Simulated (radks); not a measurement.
# Se⁺ in [Ar] 3d8 4s2 4p3 5p2: an all-electron calculation

One table from this session's results is given with a row withheld; the runs are named, their logs left out.

The numbers are computed with radks (a radial shooting solver on a logarithmic mesh, Libxc functionals) version 1 (Dirac Kohn-Sham, LDA (Slater exchange, Perdew-Wang correlation), spin-unpolarised, spherical densities, point nucleus; open shells fill j = l - 1/2 first), except any that are marked as measured or tabulated.

### The atom as given

- element: selenium (Z = 34)
- charge: +1
- electrons: 33
- configuration: [Ar] 3d8 4s2 4p3 5p2

The first run:

The run's settings:

```text
Z 34
configuration [Ar] 3d8 4s2 4p3 5p2 5s0 4d0
relativity Dirac
functional lda,pw
spin unpolarised
j_filling energy
nucleus point
c 137.035999084
```

On the command line:

```sh
> python run_ks.py task.json out
```

This one command runs every case of the session in turn.

One of the session's tables, all rows but one given; the rest of the session is left out.

It belongs to the step «Orbitals and density». Radial moments (bohr):

| level | <r> | outermost maximum (interpolated) | 90 % within | nodes |
| --- | --- | --- | --- | --- |
| 1s1/2 | 0.04414 | 0.0288 | 0.0789 | 0 |
| 2s1/2 | 0.1960 | 0.165 | 0.303 | 1 |
| 2p1/2 | 0.1686 | 0.130 | 0.276 | 0 |
| 2p3/2 | 0.1724 | 0.133 | 0.281 | 0 |
| 3s1/2 | 0.5653 | 0.499 | 0.840 | 2 |
| 3p1/2 | 0.5692 | 0.489 | 0.867 | 1 |
| 3p3/2 | 0.5789 | 0.498 | 0.882 | 1 |
| 3d3/2 | 0.5858 | 0.438 | 0.955 | 0 |
| 3d5/2 | 0.5892 | 0.440 | 0.961 | 0 |
| 4s1/2 | 1.538 | 1.36 | 2.24 | 3 |
| 4p1/2 | 1.731 | 1.50 | 2.57 | 2 |
| 4p3/2 | 1.758 | 1.52 | 2.60 | 2 |
| 4d3/2 | 2.602 | 2.08 | 4.05 | 1 |
| 4d5/2 | 2.614 | 2.09 | 4.07 | 1 |
| 5s1/2 | 3.894 | 3.54 | 5.59 | 4 |
| 5p1/2 | ? | ? | ? | ? |
| 5p3/2 | 4.664 | 4.25 | 6.70 | 3 |

**Question.** Estimate the row for 5p1/2.

**Answer.** <r>: 4.612; outermost maximum (interpolated): 4.20; 90 % within: 6.63; nodes: 3. In the column «<r>» it lies between 5s1/2 (3.894) and 5p3/2 (4.664).
